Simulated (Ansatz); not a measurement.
# LaGa3N4: the cost of one run

Program: Ansatz 0.2.0. PAW datasets, plane waves. Note: simulated data, non-magnetic, for a generated structure that need not be the stable one.

## 1. The system as given

The cell was relaxed beforehand with r2SCAN.

It is monoclinic, Pm (No. 6); conventional cell a = 5.438 Å, b = 3.356 Å, c = 5.988 Å, β = 91.6°, 13.65 Å³ an atom. Near Ga stand 4 N at 1.93–2.08 Å; near Ga stand 4 N at 1.90–2.08 Å; near Ga stand 4 N at 1.88–2.02 Å; near La stand 4 N at 2.25–2.46 Å; near N stand 3 Ga at 1.93–1.97 Å and 1 La at 2.35 Å.

As a file:

```xyz
8
Lattice="5.4371 0.0000 0.0760 0.0000 3.3556 0.0000 0.0813 0.0000 5.9877" Properties=species:S:1:pos:R:3 pbc="T T T"
Ga    0.0566    0.0000    4.0735
Ga   -0.0237    1.6778    0.9099
Ga    2.8623    1.6778    5.0413
La    2.7749    0.0000    2.0766
N     3.5664    0.0000    4.2915
N     3.5266    1.6778    0.7761
N     0.8399    1.6778    4.9661
N     0.3149    0.0000    2.0058
```

## 2. PBE band path

input.yaml reads:

```yaml
crystal:
  lattice:
    - [5.437119426, 0.0, 0.0760436628]
    - [0.0, 3.3556437676, 0.0]
    - [0.0812542523, 0.0, 5.9876952004]
  atoms:
    - { symbol: Ga, position: [0.0002389616, 0.0, 0.6803099855] }
    - { symbol: Ga, position: [-0.0066398824, 0.5, 0.1520449116] }
    - { symbol: Ga, position: [0.5139498049, 0.5, 0.8354163592] }
    - { symbol: La, position: [0.5052831653, 0.0, 0.3403913782] }
    - { symbol: "N", position: [0.6453445186, 0.0, 0.7085321102] }
    - { symbol: "N", position: [0.6467941855, 0.5, 0.1214036534] }
    - { symbol: "N", position: [0.1421061356, 0.5, 0.8275849812] }
    - { symbol: "N", position: [0.0529231109, 0.0, 0.3343166207] }
kpoints:
  mp_grid: { grid: [6, 8, 4] }
  band_path:
    path:
      - [0.0, 0.0, 0.0]
      - [1.014107710984e-36, -0.5, -5.86862331223e-18]
      - [-8.72240362551e-19, -0.5, -0.5]
      - [-8.72240362551e-19, 4.722985590254e-19, -0.5]
      - [0.0, 0.0, 0.0]
      - [-0.5, 5.591396879247e-19, -0.5]
      - [-0.5, -0.5, -0.5]
      - [1.014107710984e-36, -0.5, -5.86862331223e-18]
      - [-0.5, -0.5, 5.237856250112e-17]
      - [-0.5, 8.684112889928e-20, 5.789356436337e-17]
      - [0.0, 0.0, 0.0]
    npoints: 10
hamiltonian:
  xc: pbe
scf:
  occupations: { method: fermi_dirac, width: 0.02 }
  n_extra_bands: 6
output:
  forces: true
  stress: true
  eigenvalues: true
```

Run with:

```console
$ ansatz run input.yaml --threads 4 --pin off --max-ram 6451MiB --backend cpu --events-out ev --progress --plain --runs-dir out
```

**Question.** How long does this run take on 4 threads of Arm Neoverse V1, shared host, and how much memory does it need?

About 19 s, with a peak of 0.57 GiB.
